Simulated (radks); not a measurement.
# Nb with its nuclear charge varied continuously

Aim: the energy of 41 electrons in [Kr] 4d4 5s1 as the nuclear charge moves through non-integer values, and a test of dE/dZ = E(electron-nucleus)/Z.

The numbers are computed with radks (a radial shooting solver on a logarithmic mesh, Libxc functionals) version 1 (Dirac Kohn-Sham, BLYP, spin-unpolarised, spherical densities, finite nucleus; open shells fill j = l - 1/2 first), except any that are marked as measured or tabulated.

## 1. The atom as given

| Property | Result |
| --- | --- |
| element | niobium (Z = 41) |
| charge | 0 |
| electrons | 41 |
| configuration | [Kr] 4d4 5s1 |
| nuclear rms radius | 4.324 fm |

In the logs a row gives level, spin channel, occupation and eigenvalue; Etot, Ekin, Encl (electron-nucleus), Eh (Hartree) and Exc are energies, all in hartree; err is the last residual, it the number of iterations.

## 2. Z = 41

Settings of this run:

```text
Z 41
configuration [Kr] 4d4 5s1
relativity Dirac
functional b88,lyp
spin unpolarised
j_filling energy
nucleus finite rms 4.324 fm
c 137.035999084
```

The log of the run:

```text
1s1/2   1   2.0000        -690.98968080
2s1/2   1   2.0000         -96.62541425
2p1/2   1   2.0000         -88.68665063
2p3/2   1   4.0000         -85.16461134
3s1/2   1   2.0000         -16.10335602
3p1/2   1   2.0000         -13.11474850
3p3/2   1   4.0000         -12.54429972
3d3/2   1   4.0000          -7.26310242
3d5/2   1   6.0000          -7.15690606
4s1/2   1   2.0000          -2.13566262
4p1/2   1   2.0000          -1.31111949
4p3/2   1   4.0000          -1.23347221
4d3/2   1   4.0000          -0.10800548
4d5/2   1   0.0000          -0.10238434
5s1/2   1   1.0000          -0.14342468
Etot -3820.59776004766
Ekin 3954.9917091875714
Encl -9226.24052090121
Eh 1570.0527959549927
Exc -119.40174428901352
err 7.90616264556634e-09
it 15
```

The top filled level is 4d3/2, -2.939 eV.

Radial moments (bohr):

```
level  occupation  energy (eV)     <r>  outermost maximum (interpolated)  90 % within  nodes
3d3/2           4      -197.64  0.4311                             0.333        0.692      0
3d5/2           6      -194.75  0.4346                             0.335        0.697      0
4s1/2           2      -58.114   1.158                              1.03         1.69      3
4p1/2           2      -35.677   1.282                              1.11         1.91      2
4p3/2           4      -33.564   1.314                              1.13         1.96      2
5s1/2           1       -3.903   3.736                              3.07         5.63      4
4d3/2           4       -2.939   2.219                              1.49         3.75      1
4d5/2           0       -2.786   2.256                              1.51         3.82      1
```

Radial density 4πr²ρ:

```
r (bohr)  4πr²ρ (e/bohr)
 0.00141           1.427
 0.00219           3.100
 0.00340           6.500
 0.00528           12.90
 0.00819           23.54
  0.0127           37.71
  0.0198           49.80
  0.0307           50.88
  0.0476           44.16
  0.0739           51.45
   0.115           63.51
   0.178           45.58
   0.277           42.63
   0.430           42.77
   0.667           15.30
    1.04           10.43
    1.61           6.074
    2.50           1.804
    3.85          0.6212
    5.98          0.1125
```

## 3. Z = 40.8

Input: that of step 2 with these lines changed.

```diff
@@ -1,2 +1,2 @@
-Z 41
+Z 40.8
 configuration [Kr] 4d4 5s1
```

The log of the run:

```text
1s1/2   1   2.0000        -683.61534426
2s1/2   1   2.0000         -95.35699106
2p1/2   1   2.0000         -87.47387814
2p3/2   1   4.0000         -84.02723766
3s1/2   1   2.0000         -15.77897712
3p1/2   1   2.0000         -12.81783913
3p3/2   1   4.0000         -12.26148113
3d3/2   1   4.0000          -7.03019266
3d5/2   1   6.0000          -6.92699388
4s1/2   1   2.0000          -2.03842695
4p1/2   1   2.0000          -1.22687533
4p3/2   1   4.0000          -1.15201031
4d3/2   1   4.0000          -0.05438641
4d5/2   1   0.0000          -0.04932141
5s1/2   1   1.0000          -0.10251645
Etot -3775.743454668252
Ekin 3907.23338665722
Encl -9119.297052192629
Eh 1554.8083372357373
Exc -118.48812636858023
err 3.694642767019536e-09
it 16
```

Energy against step 2 (Z = 41): +1220.5 eV. 4d3/2 is the highest filled level (-1.480 eV).

## 4. Z = 41.2

Input: that of step 3 with these lines changed.

```diff
@@ -1,2 +1,2 @@
-Z 40.8
+Z 41.2
 configuration [Kr] 4d4 5s1
```

The log of the run:

```text
1s1/2   1   2.0000        -698.41389637
2s1/2   1   2.0000         -97.91006686
2p1/2   1   2.0000         -89.91551107
2p3/2   1   4.0000         -86.31680832
3s1/2   1   2.0000         -16.43751925
3p1/2   1   2.0000         -13.42137084
3p3/2   1   4.0000         -12.83655631
3d3/2   1   4.0000          -7.50539461
3d5/2   1   6.0000          -7.39613746
4s1/2   1   2.0000          -2.24057394
4p1/2   1   2.0000          -1.40288595
4p3/2   1   4.0000          -1.32235681
4d3/2   1   4.0000          -0.16844051
4d5/2   1   0.0000          -0.16224541
5s1/2   1   1.0000          -0.18851277
Etot -3865.7553492148677
Ekin 4003.104236510459
Encl -9333.661937029596
Eh 1585.1140412287766
Exc -120.31168992450742
err 5.17347544278805e-10
it 16
```

E − E(step 2, Z = 41) = -1228.8 eV. Highest occupied level: 4d3/2 at -4.583 eV.

## 5. Z = 41.4

Input: that of step 4 with these lines changed.

```diff
@@ -1,2 +1,2 @@
-Z 41.2
+Z 41.4
 configuration [Kr] 4d4 5s1
```

The log of the run:

```text
1s1/2   1   2.0000        -705.88721076
2s1/2   1   2.0000         -99.21011360
2p1/2   1   2.0000         -91.15962543
2p3/2   1   4.0000         -87.48297906
3s1/2   1   2.0000         -16.78060364
3p1/2   1   2.0000         -13.73684335
3p3/2   1   4.0000         -13.13738376
3d3/2   1   4.0000          -7.75620263
3d5/2   1   6.0000          -7.64382041
4s1/2   1   2.0000          -2.35224552
4p1/2   1   2.0000          -1.50126494
4p3/2   1   4.0000          -1.41775313
4d3/2   1   4.0000          -0.23495842
4d5/2   1   0.0000          -0.22817113
5s1/2   1   1.0000          -0.23730602
Etot -3911.2156847519313
Ekin 4051.5710116493146
Encl -9441.594399894671
Eh 1600.0263162759775
Exc -121.21861278255221
err 5.467360052941854e-09
it 15
```

Energy against step 2 (Z = 41): -2465.8 eV. 4d3/2 is the highest filled level (-6.394 eV).

## 6. Z = 41.6

Input: that of step 5 with these lines changed.

```diff
@@ -1,2 +1,2 @@
-Z 41.4
+Z 41.6
 configuration [Kr] 4d4 5s1
```

The log of the run:

```text
1s1/2   1   2.0000        -713.40909302
2s1/2   1   2.0000        -100.52496925
2p1/2   1   2.0000         -92.41840961
2p3/2   1   4.0000         -88.66252381
3s1/2   1   2.0000         -17.13199843
3p1/2   1   2.0000         -14.06055565
3p3/2   1   4.0000         -13.44616741
3d3/2   1   4.0000          -8.01491239
3d5/2   1   6.0000          -7.89933973
4s1/2   1   2.0000          -2.47002559
4p1/2   1   2.0000          -1.60561165
4p3/2   1   4.0000          -1.51901550
4d3/2   1   4.0000          -0.30703805
4d5/2   1   0.0000          -0.29964011
5s1/2   1   1.0000          -0.28948843
Etot -3956.97837082437
Ekin 4100.3922408725375
Encl -9550.06141253599
Eh 1614.8137857951524
Exc -122.12298495607007
err 6.590130822401598e-09
it 15
```

Energy against step 2 (Z = 41): -3711.1 eV. Highest occupied level: 5s1/2 at -7.877 eV.

## 7. Z = 41.8

Input: that of step 6 with these lines changed.

```diff
@@ -1,2 +1,2 @@
-Z 41.6
+Z 41.8
 configuration [Kr] 4d4 5s1
```

The log of the run:

```text
1s1/2   1   2.0000        -720.97915504
2s1/2   1   2.0000        -101.85419167
2p1/2   1   2.0000         -93.69142250
2p3/2   1   4.0000         -89.85498571
3s1/2   1   2.0000         -17.49123770
3p1/2   1   2.0000         -14.39204221
3p3/2   1   4.0000         -13.76243748
3d3/2   1   4.0000          -8.28105467
3d5/2   1   6.0000          -8.16222517
4s1/2   1   2.0000          -2.59341576
4p1/2   1   2.0000          -1.71543542
4p3/2   1   4.0000          -1.62565260
4d3/2   1   4.0000          -0.38427826
4d5/2   1   0.0000          -0.37625101
5s1/2   1   1.0000          -0.34482737
Etot -4003.043115988279
Ekin 4149.568249921829
Encl -9659.081043867915
Eh 1629.4948578857638
Exc -123.02517992795775
err 5.321426886572615e-09
it 15
```

E − E(step 2, Z = 41) = -4964.6 eV. 5s1/2 is the highest filled level (-9.383 eV).

## 8. Z = 42

Input: that of step 7 with these lines changed.

```diff
@@ -1,2 +1,2 @@
-Z 41.8
+Z 42
 configuration [Kr] 4d4 5s1
```

The log of the run:

```text
1s1/2   1   2.0000        -728.59710418
2s1/2   1   2.0000        -103.19743436
2p1/2   1   2.0000         -94.97831851
2p3/2   1   4.0000         -91.06000331
3s1/2   1   2.0000         -17.85795261
3p1/2   1   2.0000         -14.73093458
3p3/2   1   4.0000         -14.08582127
3d3/2   1   4.0000          -8.55425734
3d5/2   1   6.0000          -8.43210355
4s1/2   1   2.0000          -2.72202129
4p1/2   1   2.0000          -1.83034946
4p3/2   1   4.0000          -1.73727711
4d3/2   1   4.0000          -0.46635805
4d5/2   1   0.0000          -0.45768254
5s1/2   1   1.0000          -0.40314214
Etot -4049.409710114772
Ekin 4199.099458427692
Encl -9768.667761195125
Eh 1644.0840972962344
Exc -123.92550464357308
err 3.276166939579472e-09
it 15
```

Energy against step 2 (Z = 41): -6226.3 eV. 5s1/2 is the highest filled level (-10.970 eV).

## 9. All runs together

```
   Z  E (hartree)  E(electron-nucleus)/Z (hartree)  highest level  its energy (eV)  <r> (bohr)
40.8  -3775.74345                         -223.512          4d3/2           -1.480       2.358
  41  -3820.59776                         -225.030          4d3/2           -2.939       2.219
41.2  -3865.75535                         -226.545          4d3/2           -4.583       2.106
41.4  -3911.21568                         -228.058          4d3/2           -6.394       2.011
41.6  -3956.97837                         -229.569          5s1/2           -7.877       3.354
41.8  -4003.04312                         -231.078          5s1/2           -9.383       3.248
  42  -4049.40971                         -232.587          5s1/2          -10.970       3.150
```

What this shows: At Z = 41 the central difference of E is -225.030 hartree, against -225.030 from the Hellmann-Feynman theorem. The top level goes from -1.480 eV at Z = 40.8 to -10.970 eV at Z = 42. Between Z = 41.4 and 41.6 the top level changes from 4d3/2 to 5s1/2, so the curve of the top level has a kink there, while E(Z) stays smooth.
